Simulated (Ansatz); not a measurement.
# BGeH (singlet): the correlation ladder at distance Ge1–B2 = 1.963 Å, cc-pVDZ

An exercise on one series of results from a longer session: the logs are not shown, and one member is left open.

The runs use Ansatz 0.2.0, Gaussian basis; cc-pVDZ, core rule «outside noble gas», up to 15 orbitals frozen.

Plan: UHF; CCSD(T) on RHF; CCSD(T) on UHF; BCCD(T) on RHF; CISD; CCSDT(Q) on RHF; CCSDT(Q) on UHF; CISDTQ; CCSDTQ on RHF; CCSDTQ on UHF; CASSCF and MRCISD+Q, 2 electrons in 2 orbitals; CASSCF and NEVPT2, 2 electrons in 2 orbitals; CASSCF and MRCISD+Q, 8 electrons in 9 orbitals; CASSCF and NEVPT2, 8 electrons in 9 orbitals; Full CI.

4 further runs of the same task are left out: 4 for a known fault of the program.

### The system

The geometry derives from a PBE0/def2-TZVP stationary point (not a proven minimum). One bond is set to the value named and the two fragments are kept rigid. No spin-orbit coupling is included. The filled d shell of Ge may be among the frozen orbitals whatever the setting's name suggests; the logs give the count.

3 atoms, charge 0, spin multiplicity 1.

Atoms are counted from 1 here; the program's logs count them from 0.

Bond lengths: Ge1–B2 1.963 Å, B2–H3 1.188 Å. Angles: Ge1–B2–H3 180.0°.

Geometry (Å):

```mol
BGeH
  3D, bonds by distance, orders not assigned

  3  2  0  0  0  0  0  0  0  0999 V2000
    0.0000    0.0000    1.7045 Ge  0  0
    0.0000    0.0000   -0.2583 B   0  0
    0.0000    0.0000   -1.4462 H   0  0
  1  2  8  0
  2  3  8  0
M  END
```

Set-up of the first run:

File in.yaml:

```yaml
crystal:
  periodic: [false, false, false]
  atoms:
    - {symbol: Ge, position_ang: [0.000000, 0.000000, 1.704490]}
    - {symbol: B, position_ang: [0.000000, 0.000000, -0.258320]}
    - {symbol: H, position_ang: [0.000000, 0.000000, -1.446169]}
basis:
  gaussian: {orbitals: cc-pVDZ}
magnetization: {spin_polarized: true, initial_magnetization: 0}
hamiltonian: {xc: hf}
output: {orbitals: {seedname: orbitals}}
```

Started as:

```console
$ ansatz run in.yaml --threads 1 --pin off --events-out ev --progress --plain --max-ram 3498MiB --backend cpu
```

Steps of the session up to this table: UHF; CCSD(T) on RHF; CCSD(T) on UHF; BCCD(T) on RHF; CISD; CCSDT(Q) on RHF; CCSDT(Q) on UHF; CISDTQ; CCSDTQ on RHF; CCSDTQ on UHF; CASSCF and MRCISD+Q, 2 electrons in 2 orbitals; CASSCF and NEVPT2, 2 electrons in 2 orbitals; CASSCF and MRCISD+Q, 8 electrons in 9 orbitals; CASSCF and NEVPT2, 8 electrons in 9 orbitals; Full CI.

One of the session's tables, all rows but one given; the rest of the session is left out.

| method | from FCI (kcal/mol) |
| --- | --- |
| RHF | +116.60 |
| RMP2 | +30.31 |
| CISD | +16.80 |
| RCCSD | +8.47 |
| RCCSD(T) | ? |
| BCCD(T) | +4.00 |
| RCCSDT | +1.70 |
| CISDTQ | +2.10 |
| RCCSDT(Q) | +0.22 |
| RCCSDTQ | +0.09 |
| FCI | 0 |

Q: Estimate the row for RCCSD(T) from the others.

**Answer.** from FCI (kcal/mol): +3.98. In the column «from FCI (kcal/mol)» it lies between CISDTQ (+2.10) and BCCD(T) (+4.00).

To keep in mind: The report flags that the cluster equations may have other roots. Left out of the table: CASSCF pair, NEVPT2 pair, CASSCF valence, NEVPT2 valence, MRCISD valence, MRCISD+Q valence (the active space lost an orbital or holds another state than full CI finds). Left out of the table: UHF, UMP2, UCCSD, UCCSD(T), UCCSDT, UCCSDT(Q), UCCSDTQ (another determinant or state than the rows shown). The program flags RCCSDT(Q), RCCSDTQ as in doubt, so those rows may rest on another solution; read them beside their warnings. Warnings in the runs' records: passed over end.
